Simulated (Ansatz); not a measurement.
# BaSi24C23 (Moissanite 6H): the cost of one run

Method: DFT, PBE, plane-wave PAW, default files, scalar-relativistic, as far as a step names no other, in Ansatz 0.2.0.

The COD entry's cell or inner coordinates are ideal or old and differ from later refinements, so a difference from it is no clean test against experiment.

2 further runs of the same task are left out: 2 that didn't finish.

## Step 1: The structure to begin with

It takes space group P3m1 (No. 156, trigonal). The conventional cell has a = 6.190 Å, b = 6.190 Å, c = 15.170 Å, α = 90.00°, β = 90.00°, γ = 120.00°. Si (site symmetry m) is surrounded by 3 C at 1.90 Å and 1 Ba at 1.90 Å. Around Si (site symmetry 3m) lie 4 C at 1.90 Å. Si (site symmetry m) is surrounded by 4 C at 1.90 Å. Si (site symmetry 3m) is surrounded by 3 C at 1.90 Å and 1 Ba at 1.90 Å. Only part of the 24 independent sites is listed.

As a file:

```
CELL_PARAMETERS angstrom
6.19000 0.00000 0.00000
-3.09500 5.36070 0.00000
0.00000 0.00000 15.17000
ATOMIC_POSITIONS crystal
Si 0.00000 0.00000 0.12500
Si 0.00000 0.50000 0.12500
Si 0.50000 0.00000 0.12500
Si 0.50000 0.50000 0.12500
Si 0.00000 0.00000 0.62500
Si 0.00000 0.50000 0.62500
Si 0.50000 0.00000 0.62500
Si 0.50000 0.50000 0.62500
Si 0.16667 0.33333 0.29170
Si 0.16667 0.83333 0.29170
Si 0.66667 0.33333 0.29170
Si 0.66667 0.83333 0.29170
Si 0.33333 0.16667 0.79170
Si 0.33333 0.66667 0.79170
Si 0.83333 0.16667 0.79170
Si 0.83333 0.66667 0.79170
Si 0.16667 0.33333 0.95830
Si 0.16667 0.83333 0.95830
Si 0.66667 0.33333 0.95830
Si 0.66667 0.83333 0.95830
Si 0.33333 0.16667 0.45830
Si 0.33333 0.66667 0.45830
Si 0.83333 0.16667 0.45830
Si 0.83333 0.66667 0.45830
C 0.00000 0.00000 0.00000
C 0.00000 0.50000 0.00000
C 0.50000 0.00000 0.00000
C 0.50000 0.50000 0.00000
C 0.00000 0.00000 0.50000
C 0.00000 0.50000 0.50000
C 0.50000 0.00000 0.50000
C 0.50000 0.50000 0.50000
Ba 0.16667 0.33333 0.16670
C 0.16667 0.83333 0.16670
C 0.66667 0.33333 0.16670
C 0.66667 0.83333 0.16670
C 0.33333 0.16667 0.66670
C 0.33333 0.66667 0.66670
C 0.83333 0.16667 0.66670
C 0.83333 0.66667 0.66670
C 0.16667 0.33333 0.83330
C 0.16667 0.83333 0.83330
C 0.66667 0.33333 0.83330
C 0.66667 0.83333 0.83330
C 0.33333 0.16667 0.33330
C 0.33333 0.66667 0.33330
C 0.83333 0.16667 0.33330
C 0.83333 0.66667 0.33330
```

Atom 33 of the input is the impurity.

## Step 2: First run, atoms as given

The input, input.yaml:

```yaml
crystal:
  lattice:
    - [6.19, 0.0, 0.0]
    - [-3.095, 5.3606972494, 0.0]
    - [0.0, 0.0, 15.17]
  atoms:
    - { symbol: Si, position: [0.0, 0.0, 0.125] }
    - { symbol: Si, position: [0.0, 0.5, 0.125] }
    - { symbol: Si, position: [0.5, 0.0, 0.125] }
    - { symbol: Si, position: [0.5, 0.5, 0.125] }
    - { symbol: Si, position: [0.0, 0.0, 0.625] }
    - { symbol: Si, position: [0.0, 0.5, 0.625] }
    - { symbol: Si, position: [0.5, 0.0, 0.625] }
    - { symbol: Si, position: [0.5, 0.5, 0.625] }
    - { symbol: Si, position: [0.1666666666, 0.3333333334, 0.2917] }
    - { symbol: Si, position: [0.1666666666, 0.8333333334, 0.2917] }
    - { symbol: Si, position: [0.6666666666, 0.3333333334, 0.2917] }
    - { symbol: Si, position: [0.6666666666, 0.8333333334, 0.2917] }
    - { symbol: Si, position: [0.3333333334, 0.1666666666, 0.7917] }
    - { symbol: Si, position: [0.3333333334, 0.6666666666, 0.7917] }
    - { symbol: Si, position: [0.8333333334, 0.1666666666, 0.7917] }
    - { symbol: Si, position: [0.8333333334, 0.6666666666, 0.7917] }
    - { symbol: Si, position: [0.1666666666, 0.3333333334, 0.9583] }
    - { symbol: Si, position: [0.1666666666, 0.8333333334, 0.9583] }
    - { symbol: Si, position: [0.6666666666, 0.3333333334, 0.9583] }
    - { symbol: Si, position: [0.6666666666, 0.8333333334, 0.9583] }
    - { symbol: Si, position: [0.3333333334, 0.1666666666, 0.4583] }
    - { symbol: Si, position: [0.3333333334, 0.6666666666, 0.4583] }
    - { symbol: Si, position: [0.8333333334, 0.1666666666, 0.4583] }
    - { symbol: Si, position: [0.8333333334, 0.6666666666, 0.4583] }
    - { symbol: C, position: [0.0, 0.0, 0.0] }
    - { symbol: C, position: [0.0, 0.5, 0.0] }
    - { symbol: C, position: [0.5, 0.0, 0.0] }
    - { symbol: C, position: [0.5, 0.5, 0.0] }
    - { symbol: C, position: [0.0, 0.0, 0.5] }
    - { symbol: C, position: [0.0, 0.5, 0.5] }
    - { symbol: C, position: [0.5, 0.0, 0.5] }
    - { symbol: C, position: [0.5, 0.5, 0.5] }
    - { symbol: Ba, position: [0.1666666666, 0.3333333334, 0.1667] }
    - { symbol: C, position: [0.1666666666, 0.8333333334, 0.1667] }
    - { symbol: C, position: [0.6666666666, 0.3333333334, 0.1667] }
    - { symbol: C, position: [0.6666666666, 0.8333333334, 0.1667] }
    - { symbol: C, position: [0.3333333334, 0.1666666666, 0.6667] }
    - { symbol: C, position: [0.3333333334, 0.6666666666, 0.6667] }
    - { symbol: C, position: [0.8333333334, 0.1666666666, 0.6667] }
    - { symbol: C, position: [0.8333333334, 0.6666666666, 0.6667] }
    - { symbol: C, position: [0.1666666666, 0.3333333334, 0.8333] }
    - { symbol: C, position: [0.1666666666, 0.8333333334, 0.8333] }
    - { symbol: C, position: [0.6666666666, 0.3333333334, 0.8333] }
    - { symbol: C, position: [0.6666666666, 0.8333333334, 0.8333] }
    - { symbol: C, position: [0.3333333334, 0.1666666666, 0.3333] }
    - { symbol: C, position: [0.3333333334, 0.6666666666, 0.3333] }
    - { symbol: C, position: [0.8333333334, 0.1666666666, 0.3333] }
    - { symbol: C, position: [0.8333333334, 0.6666666666, 0.3333] }
total_charge: -2
kpoints:
  mp_grid: { grid: [4, 4, 2] }
scf:
  occupations: { method: fermi_dirac, width: 0.01 }
hamiltonian:
  xc: pbe
  pseudopotentials: { kind: paw }
output:
  forces: true
  stress: true
  populations: true
  efg: { quadrupole_moments_barn: { Ba: 0.236 }, contact_densities: true }
```

Run with:

```bash
> ansatz run input.yaml --threads 1 --pin off --max-ram 3072MiB --backend cpu --events-out ev --progress --plain --runs-dir out
```

Q: Estimate wall time and peak memory on 1 thread of Arm Neoverse V1, shared host.

About 2 min, with a peak of 1.1 GiB.
